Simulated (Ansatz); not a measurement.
Born–Oppenheimer molecular dynamics of a periodic cell of 16 atoms, C (start crystal C, start structure diamond, volume 1.05 times the crystal's). It starts from a structure without forces on its atoms.

Level of theory: DFT PBE-D3(BJ), scalar-relativistic, plane waves, PAW (Ansatz). Settings: cutoff 420 eV, k mesh 3x3x3, fermi-dirac smearing 0.3 eV, no spin polarisation.

```
ensemble        : NVT, Langevin thermostat
time step       : 0.75 fs
steps asked     : 120
set temperature : 3500 K
friction        : 0.02 /fs
seed            : 868878
```

Frames 3.75 fs apart, positions in Å, forces in eV/Å.

Velocities at 30.0 fs (Å/ps):

```
C 17.21 -13.04 -9.39
C 3.06 -14.46 10.89
C -17.98 25.36 -6.83
C 11.03 22.57 1.60
C -9.00 -4.65 -7.88
C 26.39 -8.87 19.07
C -3.99 13.86 7.45
C -8.07 26.83 -9.65
C -17.30 -17.57 -14.14
C 5.30 9.61 -7.09
C 15.10 -9.30 1.68
C 5.38 3.80 23.34
C -22.85 -15.31 -21.05
C 2.41 -22.02 -0.45
C -16.47 -7.31 -19.01
C -22.17 9.45 13.86
```

```xyz
16
Lattice="0.0000 3.6285 3.6285 3.6285 0.0000 3.6285 3.6285 3.6285 0.0000" Properties=species:S:1:pos:R:3:forces:R:3 time_fs=30.0 energy_less_start_eV=4.482 T=3015
C -0.126 0.043 0.005 1.66 -3.69 -1.12
C 0.723 0.944 0.819 3.09 0.12 1.24
C 1.752 1.950 -0.032 -0.53 -3.90 -0.18
C 2.609 2.606 0.987 2.80 4.08 -1.86
C 1.737 0.034 1.609 3.09 1.53 1.11
C 2.733 0.904 2.725 -1.01 0.50 -3.34
C 3.693 1.798 1.742 -1.63 -0.20 1.94
C 4.611 2.885 2.541 -2.75 -4.71 3.20
C -0.115 1.654 1.833 1.14 6.47 0.11
C 0.806 2.722 2.766 1.16 -1.97 -1.32
C 1.849 3.644 1.839 -2.76 -4.18 2.70
C 2.698 4.461 2.858 -1.00 3.99 -4.68
C 1.850 1.719 3.603 -1.98 3.81 -0.26
C 2.697 2.748 4.415 0.25 -2.42 1.99
C 3.715 3.694 3.575 -1.64 -3.85 1.17
C 4.592 4.421 4.548 0.12 4.40 -0.70
16
Lattice="0.0000 3.6285 3.6285 3.6285 0.0000 3.6285 3.6285 3.6285 0.0000" Properties=species:S:1:pos:R:3:forces:R:3 time_fs=33.8 energy_less_start_eV=5.777 T=2695
C -0.067 -0.013 -0.019 1.20 -1.56 1.18
C 0.750 0.905 0.874 2.39 1.48 -1.64
C 1.683 2.017 -0.066 2.20 -4.17 2.11
C 2.646 2.730 0.973 1.14 -0.70 -3.06
C 1.723 0.026 1.569 4.52 -0.25 2.59
C 2.811 0.862 2.781 -4.71 3.11 -5.62
C 3.645 1.849 1.788 -0.64 -1.46 0.74
C 4.550 2.939 2.538 -1.11 -5.55 2.45
C -0.157 1.620 1.794 1.84 6.84 0.74
C 0.838 2.761 2.748 1.52 -4.18 -2.16
C 1.873 3.618 1.830 -4.60 0.29 3.22
C 2.715 4.511 2.902 -3.71 3.25 -6.69
C 1.751 1.688 3.505 1.38 3.08 3.58
C 2.733 2.649 4.420 -2.72 -0.35 0.38
C 3.650 3.658 3.518 0.39 -2.07 5.63
C 4.525 4.466 4.608 0.91 2.25 -3.44
16
Lattice="0.0000 3.6285 3.6285 3.6285 0.0000 3.6285 3.6285 3.6285 0.0000" Properties=species:S:1:pos:R:3:forces:R:3 time_fs=37.5 energy_less_start_eV=6.592 T=2692
C 0.008 -0.098 -0.013 -1.49 4.34 0.80
C 0.817 0.898 0.908 1.05 1.67 -3.39
C 1.642 2.029 -0.081 3.48 -3.52 2.35
C 2.667 2.862 0.953 0.04 -5.51 -2.63
C 1.752 0.011 1.548 4.04 -1.71 4.92
C 2.831 0.850 2.756 -5.03 2.00 -4.36
C 3.560 1.903 1.836 1.52 -2.40 -1.10
C 4.485 2.934 2.569 0.81 -4.58 0.97
C -0.147 1.643 1.782 2.69 4.71 0.25
C 0.883 2.785 2.730 1.02 -5.52 -2.20
C 1.834 3.605 1.845 -3.69 4.16 1.70
C 2.706 4.581 2.846 -3.40 0.10 -3.33
C 1.698 1.689 3.425 3.36 0.88 6.14
C 2.786 2.539 4.415 -5.06 3.29 -0.74
C 3.583 3.603 3.529 0.59 1.30 4.96
C 4.487 4.522 4.638 0.08 0.79 -4.33
16
Lattice="0.0000 3.6285 3.6285 3.6285 0.0000 3.6285 3.6285 3.6285 0.0000" Properties=species:S:1:pos:R:3:forces:R:3 time_fs=41.2 energy_less_start_eV=6.367 T=2876
C 0.091 -0.140 -0.013 -4.07 7.42 1.21
C 0.912 0.902 0.936 -0.37 0.65 -4.27
C 1.659 1.975 -0.074 2.93 -1.33 1.60
C 2.683 2.924 0.925 -1.53 -6.19 -0.89
C 1.816 -0.030 1.577 1.75 -1.12 5.53
C 2.786 0.872 2.664 -3.59 -0.90 -1.32
C 3.490 1.923 1.853 3.08 -1.67 -2.86
C 4.421 2.865 2.607 1.93 -2.31 1.27
C -0.107 1.703 1.776 3.60 1.55 0.21
C 0.927 2.773 2.724 -0.98 -4.99 -1.75
C 1.751 3.624 1.887 0.84 5.53 -2.84
C 2.670 4.663 2.745 -2.62 -3.71 1.45
C 1.694 1.712 3.425 3.81 -1.29 6.02
C 2.785 2.441 4.413 -5.07 7.02 -1.64
C 3.512 3.567 3.574 2.01 3.05 1.92
C 4.479 4.595 4.628 -1.71 -1.71 -3.66
16
Lattice="0.0000 3.6285 3.6285 3.6285 0.0000 3.6285 3.6285 3.6285 0.0000" Properties=species:S:1:pos:R:3:forces:R:3 time_fs=45.0 energy_less_start_eV=5.522 T=3466
C 0.133 -0.109 -0.030 -4.74 5.88 1.76
C 0.988 0.912 0.928 -0.96 -1.55 -3.06
C 1.719 1.884 -0.052 0.55 1.93 0.57
C 2.680 2.907 0.907 -1.65 -3.73 -1.29
C 1.886 -0.092 1.655 -2.04 0.66 3.00
C 2.732 0.869 2.575 -1.41 -1.68 1.89
C 3.442 1.933 1.796 3.75 -1.35 -1.33
C 4.371 2.781 2.643 2.56 0.03 1.92
C -0.010 1.780 1.786 0.99 -1.02 -0.47
C 0.956 2.720 2.724 -2.62 -1.55 -1.34
C 1.681 3.683 1.903 3.43 3.83 -4.88
C 2.604 4.715 2.642 0.59 -5.41 3.97
C 1.725 1.729 3.502 2.79 -2.15 2.73
C 2.726 2.417 4.418 -1.00 8.44 0.01
C 3.471 3.573 3.615 2.58 2.33 -0.92
C 4.466 4.678 4.596 -2.83 -4.66 -2.55
16
Lattice="0.0000 3.6285 3.6285 3.6285 0.0000 3.6285 3.6285 3.6285 0.0000" Properties=species:S:1:pos:R:3:forces:R:3 time_fs=48.8 energy_less_start_eV=6.202 T=2902
C 0.107 -0.005 -0.008 -2.86 0.27 -1.08
C 1.024 0.891 0.880 -1.59 -0.96 0.28
C 1.789 1.824 0.004 -1.41 3.43 -2.12
C 2.674 2.868 0.875 -2.27 -0.14 -1.43
C 1.945 -0.114 1.751 -6.68 -1.31 -1.35
C 2.697 0.820 2.490 1.91 2.01 6.40
C 3.409 1.926 1.692 4.54 -1.06 2.88
C 4.353 2.722 2.672 2.22 1.41 2.03
C 0.113 1.837 1.783 -4.06 -3.39 -0.94
C 0.924 2.661 2.716 -0.02 3.14 0.42
C 1.647 3.783 1.866 2.31 -1.40 -3.19
C 2.534 4.708 2.591 4.99 -3.83 4.33
C 1.799 1.697 3.601 -1.57 0.00 -2.85
C 2.650 2.464 4.457 4.99 7.57 1.71
C 3.487 3.596 3.662 1.25 0.91 -3.33
C 4.425 4.727 4.548 -1.74 -6.66 -1.74
16
Lattice="0.0000 3.6285 3.6285 3.6285 0.0000 3.6285 3.6285 3.6285 0.0000" Properties=species:S:1:pos:R:3:forces:R:3 time_fs=52.5 energy_less_start_eV=7.418 T=2223
C 0.052 0.118 -0.009 -1.86 -5.05 -2.85
C 1.033 0.846 0.828 -1.65 1.85 3.33
C 1.814 1.839 0.027 -2.47 1.08 -4.05
C 2.622 2.857 0.823 -0.44 1.59 0.39
C 1.911 -0.148 1.821 -6.72 -1.20 -3.30
C 2.697 0.790 2.463 2.47 4.38 7.37
C 3.412 1.905 1.606 3.04 -0.07 4.82
C 4.336 2.685 2.724 2.73 1.45 -0.21
C 0.189 1.848 1.799 -6.59 -3.83 -2.43
C 0.880 2.629 2.732 2.84 5.14 1.23
C 1.646 3.868 1.816 -0.13 -5.65 -2.66
C 2.517 4.649 2.572 6.66 -0.19 5.05
C 1.879 1.645 3.620 -3.71 3.56 -3.08
C 2.651 2.585 4.495 4.90 1.90 0.50
C 3.515 3.597 3.659 -0.54 0.84 -3.23
C 4.370 4.709 4.472 1.47 -5.80 -0.88
16
Lattice="0.0000 3.6285 3.6285 3.6285 0.0000 3.6285 3.6285 3.6285 0.0000" Properties=species:S:1:pos:R:3:forces:R:3 time_fs=56.2 energy_less_start_eV=6.856 T=2590
C -0.007 0.163 -0.050 -0.26 -6.56 -1.96
C 1.008 0.801 0.829 -1.56 4.04 3.08
C 1.836 1.872 0.014 -4.31 -1.95 -3.94
C 2.550 2.889 0.754 2.90 1.01 3.59
C 1.802 -0.155 1.839 -1.71 1.01 -2.80
C 2.711 0.809 2.502 -0.16 3.17 3.97
C 3.447 1.886 1.570 0.58 0.86 4.26
C 4.337 2.662 2.757 3.07 0.97 -2.79
C 0.186 1.818 1.781 -5.54 -0.90 -0.65
C 0.860 2.654 2.763 2.80 2.98 -1.36
C 1.655 3.906 1.767 -0.86 -6.98 -1.83
C 2.562 4.586 2.601 5.35 1.89 2.88
C 1.919 1.618 3.585 -4.20 6.48 -1.45
C 2.717 2.729 4.513 1.15 -4.34 0.12
C 3.518 3.619 3.608 -1.22 0.68 -2.25
C 4.334 4.648 4.387 3.97 -2.35 1.14
16
Lattice="0.0000 3.6285 3.6285 3.6285 0.0000 3.6285 3.6285 3.6285 0.0000" Properties=species:S:1:pos:R:3:forces:R:3 time_fs=60.0 energy_less_start_eV=6.266 T=2792
C -0.055 0.149 -0.105 1.72 -6.02 1.16
C 0.951 0.801 0.871 -1.86 3.47 0.45
C 1.809 1.856 -0.044 -2.99 -1.61 -0.74
C 2.483 2.919 0.735 4.74 -1.20 3.03
C 1.688 -0.146 1.834 3.87 1.80 -2.54
C 2.745 0.857 2.565 -3.03 1.93 -0.30
C 3.498 1.869 1.582 -0.51 0.41 2.61
C 4.401 2.618 2.724 0.30 1.98 -3.15
C 0.124 1.766 1.767 -3.40 2.82 1.36
C 0.847 2.707 2.776 2.54 0.18 -3.73
C 1.686 3.872 1.673 -0.60 -5.53 1.59
C 2.641 4.562 2.663 1.01 1.61 -2.38
C 1.898 1.616 3.529 -3.48 7.95 0.24
C 2.796 2.818 4.564 -2.42 -6.23 -1.07
C 3.513 3.668 3.534 -0.37 -2.53 0.03
C 4.346 4.591 4.302 4.49 1.00 3.45
16
Lattice="0.0000 3.6285 3.6285 3.6285 0.0000 3.6285 3.6285 3.6285 0.0000" Properties=species:S:1:pos:R:3:forces:R:3 time_fs=63.8 energy_less_start_eV=6.731 T=3244
C -0.078 0.082 -0.157 0.83 -1.94 4.01
C 0.887 0.830 0.940 -1.46 2.00 -3.43
C 1.773 1.819 -0.122 -0.57 -1.23 3.30
C 2.466 2.900 0.755 6.00 -4.17 -0.46
C 1.626 -0.111 1.804 6.29 0.94 -1.38
C 2.756 0.941 2.612 -3.30 -0.07 -1.57
C 3.547 1.854 1.635 -1.29 -0.62 0.05
C 4.458 2.562 2.662 -1.48 3.75 -2.64
C 0.012 1.755 1.767 0.16 3.59 1.79
C 0.834 2.786 2.762 2.97 -2.62 -4.66
C 1.721 3.756 1.610 -2.20 -1.47 3.96
C 2.748 4.538 2.709 -5.03 2.91 -5.80
C 1.830 1.673 3.489 -1.82 6.59 0.99
C 2.841 2.830 4.621 -5.19 -4.12 -3.04
C 3.519 3.698 3.494 1.49 -6.85 2.79
C 4.384 4.530 4.232 4.61 3.29 6.09
16
Lattice="0.0000 3.6285 3.6285 3.6285 0.0000 3.6285 3.6285 3.6285 0.0000" Properties=species:S:1:pos:R:3:forces:R:3 time_fs=67.5 energy_less_start_eV=6.781 T=3143
C -0.090 -0.001 -0.170 -1.29 3.17 4.53
C 0.794 0.887 1.000 1.12 -0.42 -5.95
C 1.735 1.781 -0.167 0.80 -0.83 4.69
C 2.507 2.829 0.787 6.11 -5.29 -3.56
C 1.622 -0.055 1.762 5.75 0.44 -0.17
C 2.757 1.048 2.647 -3.13 -3.42 -0.55
C 3.596 1.849 1.710 -2.78 -1.64 -3.20
C 4.485 2.558 2.586 -0.23 4.77 0.26
C -0.077 1.784 1.792 2.51 1.98 1.04
C 0.856 2.844 2.718 2.04 -3.73 -3.78
C 1.734 3.643 1.554 -2.92 2.41 5.50
C 2.797 4.533 2.716 -7.33 2.22 -4.34
C 1.737 1.785 3.461 1.33 2.76 1.63
C 2.847 2.792 4.632 -7.17 -0.41 -4.37
C 3.530 3.653 3.483 2.78 -5.27 3.61
C 4.445 4.482 4.241 2.42 3.27 4.67
16
Lattice="0.0000 3.6285 3.6285 3.6285 0.0000 3.6285 3.6285 3.6285 0.0000" Properties=species:S:1:pos:R:3:forces:R:3 time_fs=71.2 energy_less_start_eV=5.216 T=3482
C -0.101 -0.082 -0.120 -0.75 6.61 2.17
C 0.755 0.974 0.998 2.98 -3.42 -5.99
C 1.716 1.749 -0.143 0.90 0.66 2.34
C 2.630 2.724 0.799 1.13 -2.00 -2.24
C 1.682 0.006 1.720 3.54 1.51 0.51
C 2.711 1.120 2.667 -1.92 -5.84 -0.49
C 3.652 1.842 1.730 -4.61 -2.92 -3.93
C 4.503 2.619 2.491 1.93 4.08 5.48
C -0.102 1.828 1.827 2.37 1.59 -1.07
C 0.888 2.874 2.649 -1.44 -3.48 -0.81
C 1.710 3.586 1.554 2.16 2.07 4.00
C 2.756 4.558 2.658 -4.67 -2.18 0.56
C 1.665 1.891 3.483 5.03 -0.67 1.64
C 2.799 2.756 4.570 -6.03 1.27 -3.55
C 3.580 3.572 3.500 0.93 0.39 0.49
C 4.521 4.475 4.323 -1.57 2.34 0.89
```

Of the whole run (90 fs, mean temperature of the second half 2903 K): The mean temperature of the second half is 17 % below the set value. A run of 0.09 ps of so small a system gives no equilibrium averages. Limits of this set-up: coarse k mesh.

Run time: 11 min on 1 thread of Arm Neoverse V1, on a shared host, peak memory 0.39 GiB.
